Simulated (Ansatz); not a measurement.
**CH6FGaSi: a ladder of functionals and wavefunction methods**

An exercise on one series of results from a longer session: the logs are not shown, and one member is left open.

Program: Ansatz 0.2.0, Gaussian basis. Level of theory: functionals in def2-TZVPP, the program's frozen cores in correlated methods. These are calculated values, not measurements.

Levels to be run: LDA (SPW92), PBE-D4, revPBE-D4, BLYP-D4, r2SCAN-D4, B97M-V, PBE0-D4, B3LYP-D4, r2SCANh-D4, r2SCAN0-D4, HSE06-D4, BHLYP-D4, CAM-B3LYP-D4, LC-ωPBE, ωB97X-V, ωB97M-V, B2PLYP, PBE-QIDH; CCSD(T)/def2-SVP; CCSD(T)/def2-TZVPP; MP2/def2-QZVPP; extrapolation to the limit; RPA on PBE.

### The relaxed structure

An earlier PBE0-D4 in a triple-zeta def2 set relaxation fixed the geometry.

SMILES `F[CH2][GaH][SiH3]`, 10 atoms, charge 0, spin multiplicity 1.

Atoms are counted from 1 here; the program's logs count them from 0.

Bond lengths: F1–C2 1.390 Å, C2–Ga3 1.993 Å, C2–H5 1.097 Å, C2–H6 1.097 Å, Ga3–Si4 2.418 Å, Ga3–H7 1.570 Å, Si4–H8 1.491 Å, Si4–H9 1.491 Å, Si4–H10 1.490 Å. Angles: F1–C2–Ga3 113.0°, F1–C2–H5 108.1°, F1–C2–H6 108.1°, Ga3–C2–H5 110.4°, Ga3–C2–H6 110.4°, H5–C2–H6 106.5°, C2–Ga3–Si4 119.3°, C2–Ga3–H7 119.1°, Si4–Ga3–H7 121.6°, Ga3–Si4–H8 110.3°, Ga3–Si4–H9 110.4°, Ga3–Si4–H10 112.9°, H8–Si4–H9 107.5°, H8–Si4–H10 107.8°, H9–Si4–H10 107.8°.

Geometry (Å):

```
F    -1.0340    2.3287   -1.7062
C    -1.1177    1.2857   -0.7912
Ga    0.6250    0.3656   -0.4966
Si    0.7401   -1.4799    1.0617
H    -1.5014    1.6912    0.1534
H    -1.8700    0.5740   -1.1537
H     1.8914    0.8591   -1.2834
H     1.6999   -1.1698    2.1593
H     1.2254   -2.7107    0.3750
H    -0.5756   -1.7954    1.6846
```

The first run:

File in.yaml:

```yaml
crystal:
  periodic: [false, false, false]
  atoms:
    - {symbol: F, position_ang: [-1.034014, 2.328750, -1.706229]}
    - {symbol: C, position_ang: [-1.117658, 1.285738, -0.791161]}
    - {symbol: Ga, position_ang: [0.624982, 0.365560, -0.496603]}
    - {symbol: Si, position_ang: [0.740107, -1.479880, 1.061673]}
    - {symbol: H, position_ang: [-1.501438, 1.691229, 0.153356]}
    - {symbol: H, position_ang: [-1.869958, 0.574023, -1.153731]}
    - {symbol: H, position_ang: [1.891411, 0.859072, -1.283378]}
    - {symbol: H, position_ang: [1.699937, -1.169759, 2.159268]}
    - {symbol: H, position_ang: [1.225358, -2.710653, 0.375014]}
    - {symbol: H, position_ang: [-0.575628, -1.795379, 1.684591]}
basis:
  gaussian: {orbitals: def2-TZVPP}
hamiltonian: {xc: lda}
output: {orbitals: {seedname: orbitals}}
```

Command:

```console
ansatz run in.yaml --threads 4 --pin off --events-out ev --progress --plain --max-ram 10444MiB
```

Steps of the session up to this table: LDA; PBE-D4 (GGA); revPBE-D4 (GGA); BLYP-D4 (GGA); r2SCAN-D4 (meta-GGA); B97M-V (meta-GGA); B3LYP-D4 (hybrid); r2SCANh-D4 (hybrid); r2SCAN0-D4 (hybrid); HSE06-D4 (hybrid); BHLYP-D4 (hybrid); CAM-B3LYP-D4 (range-separated); LC-ωPBE (range-separated); ωB97X-V (range-separated); ωB97M-V (range-separated); B2PLYP (double hybrid); PBE-QIDH (double hybrid).

One of the session's tables, all rows but one given; the rest of the session is left out.

It belongs to the step «Orbital energies across the functionals». 

```
  functional  HOMO (eV)  LUMO (eV)  gap (eV)
 LDA (SPW92)      -6.37      -3.05      3.32
      PBE-D4      -6.22      -2.81      3.42
   revPBE-D4      -6.17      -2.69      3.48
     BLYP-D4      -6.10      -2.74      3.36
   r2SCAN-D4      -6.49      -2.60      3.88
      B97M-V      -6.60      -2.80      3.80
     PBE0-D4          ?          ?         ?
    B3LYP-D4      -7.23      -2.28      4.95
  r2SCANh-D4      -6.94      -2.33      4.62
  r2SCAN0-D4      -7.61      -1.92      5.69
    HSE06-D4      -7.05      -2.39      4.65
    BHLYP-D4      -8.51      -1.27      7.24
CAM-B3LYP-D4      -8.73      -1.11      7.62
     LC-ωPBE     -10.02       0.06     10.08
     ωB97X-V      -9.69      -0.09      9.59
     ωB97M-V      -9.52      -0.31      9.20
```

**Question.** Estimate the row for PBE0-D4.

**Answer.** HOMO (eV): -7.44; LUMO (eV): -2.02; gap (eV): 5.42. In the column «HOMO (eV)» it lies between r2SCAN0-D4 (-7.61) and B3LYP-D4 (-7.23).
